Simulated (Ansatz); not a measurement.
**CH₄SeSi: single points off equilibrium**

An exercise on one series of results from a longer session: the logs are not shown, and one member is left open.

Computed with Ansatz 0.2.0, Gaussian basis. Level: single points in def2-TZVPP.

Correlated methods freeze the cores. Filled d shells of the heavier atoms are correlated.

### Where the work starts

7 atoms, charge 0, spin multiplicity 1.

Atoms are counted from 1 here; the program's logs count them from 0.

Bond lengths: Si1–C2 1.948 Å, Si1–H4 1.242 Å, Si1–H5 1.565 Å, Si1–H6 1.484 Å, C2–Se3 1.603 Å, C2–H7 1.022 Å. Angles: C2–Si1–H4 99.7°, C2–Si1–H5 97.2°, C2–Si1–H6 100.7°, H4–Si1–H5 106.0°, H4–Si1–H6 124.0°, H5–Si1–H6 122.2°, Si1–C2–Se3 124.0°, Si1–C2–H7 110.5°, Se3–C2–H7 125.1°.

Coordinates:

```mol
CH4SeSi
  3D, bonds by distance, orders not assigned

  7  6  0  0  0  0  0  0  0  0999 V2000
   -0.7065    0.5373   -0.1001 Si  0  0
    0.8000   -0.6594    0.2035 C   0  0
    1.5607   -0.8058    1.6067 Se  0  0
   -1.5844   -0.2975   -0.3717 H   0  0
   -0.2235    1.1162   -1.4718 H   0  0
   -0.6790    1.3361    1.1498 H   0  0
    1.0966   -1.0919   -0.6732 H   0  0
  1  2  8  0
  1  4  8  0
  1  5  8  0
  1  6  8  0
  2  3  8  0
  2  7  8  0
M  END
```

Set-up of the first run:

File run/in.yaml:

```yaml
crystal:
  periodic: [false, false, false]
  atoms:
    - {symbol: Si, position_ang: [-0.706500, 0.537300, -0.100100]}
    - {symbol: C, position_ang: [0.800000, -0.659400, 0.203500]}
    - {symbol: Se, position_ang: [1.560700, -0.805800, 1.606700]}
    - {symbol: H, position_ang: [-1.584400, -0.297500, -0.371700]}
    - {symbol: H, position_ang: [-0.223500, 1.116200, -1.471800]}
    - {symbol: H, position_ang: [-0.679000, 1.336100, 1.149800]}
    - {symbol: H, position_ang: [1.096600, -1.091900, -0.673200]}
basis:
  gaussian: {orbitals: def2-TZVPP}
correlation: {method: ccsd_t}
output: {forces: true}
```

No record of the launch command was kept for these runs.

Among the steps run: CCSD(T)/def2-TZVPP; PBE0-D4/def2-TZVPP; wB97M-V/def2-TZVPP; r2SCAN-D4/def2-TZVPP; PBE-D4/def2-TZVPP; B97M-V/def2-TZVPP; wB97X-V/def2-TZVPP.

One table of the session follows, with a row left open; its other results are not shown here.

| method | RMS force component (eV/Å) | angle to CCSD(T) forces (°) | dipole (D) |
| --- | --- | --- | --- |
| CCSD(T) | 3.518 | reference | 1.94 |
| PBE0-D4 | ? | ? | ? |
| wB97M-V | 3.374 | 2.4 | 1.97 |
| r2SCAN-D4 | 3.430 | 1.9 | 1.96 |
| PBE-D4 | 3.477 | 2.5 | 1.75 |
| B97M-V | 3.326 | 2.0 | 1.77 |
| wB97X-V | 3.414 | 3.1 | 2.05 |

Q: Estimate the row for PBE0-D4 from the others.

As computed: RMS force component (eV/Å): 3.409; angle to CCSD(T) forces (°): 2.7; dipole (D): 1.92. In the column «RMS force component (eV/Å)» it lies between wB97M-V (3.374) and wB97X-V (3.414).
